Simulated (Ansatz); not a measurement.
**C3H6Se: rigid scan of one bond length in Python**

How does the energy of C3H6Se change as one bond is stretched? Aim: a rigid scan of one bond length, for C3H6Se, run from a script. SMILES: CC1C[Se]1.

Program: the Python package of Ansatz 0.2.0. Level of theory: MP2/def2-SVP. These are calculated values, not measurements.

### Step 1. The structure

Bond lengths: C1–C2 1.475 Å, C2–C3 1.446 Å, C2–Se4 1.929 Å, C3–Se4 1.885 Å, C1–H5 1.174 Å, C1–H6 1.102 Å, C1–H7 1.132 Å, C2–H8 1.141 Å, C3–H9 1.165 Å, C3–H10 1.128 Å. Angles (14 of 19 angles, heavy atoms first): C1–C2–C3 113.6°, C1–C2–Se4 115.2°, C3–C2–Se4 66.1°, C2–C3–Se4 69.3°, C2–Se4–C3 44.5°, C1–C2–H8 119.5°, C3–C2–H8 115.0°, Se4–C2–H8 116.1°, C2–C1–H5 108.3°, C2–C1–H6 116.3°, C2–C1–H7 111.9°, C2–C3–H9 117.4°, C2–C3–H10 115.6°, Se4–C3–H9 117.0°.

Input file c3h6se.xyz:

```xyz
10

C    -0.70140    0.92580    0.15890
C     0.10670   -0.05930   -0.58350
C     0.84560   -0.96300    0.27050
Se   -0.58230   -1.86140   -0.57130
H    -1.51510    1.35750   -0.56870
H    -1.26500    0.54280    1.02510
H    -0.08390    1.81390    0.49180
H     0.65220    0.26200   -1.53230
H     0.76350   -0.79980    1.42130
H     1.86280   -1.26970   -0.10880
```

### Step 2. The script

c3h6se.py

```python
import warnings

import ansatz as az
import matplotlib.pyplot as plt
import numpy as np

warnings.simplefilter('ignore', az.DeckWarning)

mol = az.Crystal.molecule_from_extxyz('c3h6se.xyz')

symbols = [site.symbol for site in mol.cartesian_sites]
start = np.array([site.position_ang for site in mol.cartesian_sites])
axis = (start[6] - start[0]) / np.linalg.norm(start[6] - start[0])
moving = [6]
lengths, energies = [0.996, 1.041, 1.086, 1.132, 1.177, 1.222, 1.268, 1.335], []
for length in lengths:
    xyz = start.copy()
    xyz[moving] += (length - np.linalg.norm(start[6] - start[0])) * axis
    point = az.Crystal.molecule()
    for symbol, place in zip(symbols, xyz):
        point = point.atom(symbol, place.tolist())
    model = (
        point.calculation()
        .basis(gaussian='def2-SVP')
        .correlation('mp2')
    )
    summary = model.run(threads=1, pin='off').report
    energies.append(summary['free_energy_ev'])
    print(f'r = {length:6.3f} A  E = {energies[-1]:.5f} eV  <S^2> = {abs(summary["mean_field"]["state"]["spin_squared"]):.3f}')

fit = np.polynomial.Polynomial.fit(lengths, np.array(energies) - min(energies), 4).convert()
roots = [r.real for r in fit.deriv().roots() if abs(r.imag) < 1e-9 and fit.deriv(2)(r.real) > 0]
r_e = min(roots, key=lambda r: abs(r - lengths[int(np.argmin(energies))]))
print(f'minimum of the fit at {r_e:.4f} A, force constant {fit.deriv(2)(r_e):.2f} eV/A^2')
plt.figure(figsize=(4.5, 3))
plt.plot(lengths, np.array(energies) - min(energies), 'o-')
plt.xlabel('bond length (A)')
plt.ylabel('E - E(min) (eV)')
plt.tight_layout()
plt.savefig('scan.png', dpi=100)
```

### Step 3. What the engine is handed

The engine receives this input (first run):

```yaml
crystal:
  periodic: [false, false, false]
  atoms:
    - { symbol: C, position_ang: [-0.7014, 0.9258, 0.1589] }
    - { symbol: C, position_ang: [0.1067, -0.0593, -0.5835] }
    - { symbol: C, position_ang: [0.8456, -0.963, 0.2705] }
    - { symbol: Se, position_ang: [-0.5823, -1.8614, -0.5713] }
    - { symbol: H, position_ang: [-1.5151, 1.3575, -0.5687] }
    - { symbol: H, position_ang: [-1.265, 0.5428, 1.0251] }
    - { symbol: H, position_ang: [-0.1579656100092181, 1.7073774603252039, 0.45187053996426124] }
    - { symbol: H, position_ang: [0.6522, 0.262, -1.5323] }
    - { symbol: H, position_ang: [0.7635, -0.7998, 1.4213] }
    - { symbol: H, position_ang: [1.8628, -1.2697, -0.1088] }
basis:
  gaussian:
    orbitals: def2-SVP
correlation:
  method: mp2
```

### Step 4. Launch

Launch:

```bash
python c3h6se.py
```

Q: Predict the main results. Wanted: range of energy; lowest point, distance.

**Answer**, as computed:

| quantity | value |
| --- | --- |
| bond length at the fit's minimum | 1.1031 Å |
| runs compared | 8 |
| range of energy | 0.594 eV |
| lowest point, distance (Å) | 1.09 |

What this shows: The curve has its lowest point inside the range, at 1.09. The ends stand 0.234 and 0.594 eV above it. The distance scanned is the script's pair 0, 6. Caveats:
- The rest of the molecule is held rigid at a force-field or estimated start geometry, and the basis set is modest; single-reference methods fail as a bond breaks.
- The orbitals are restricted, so S² is zero by construction.
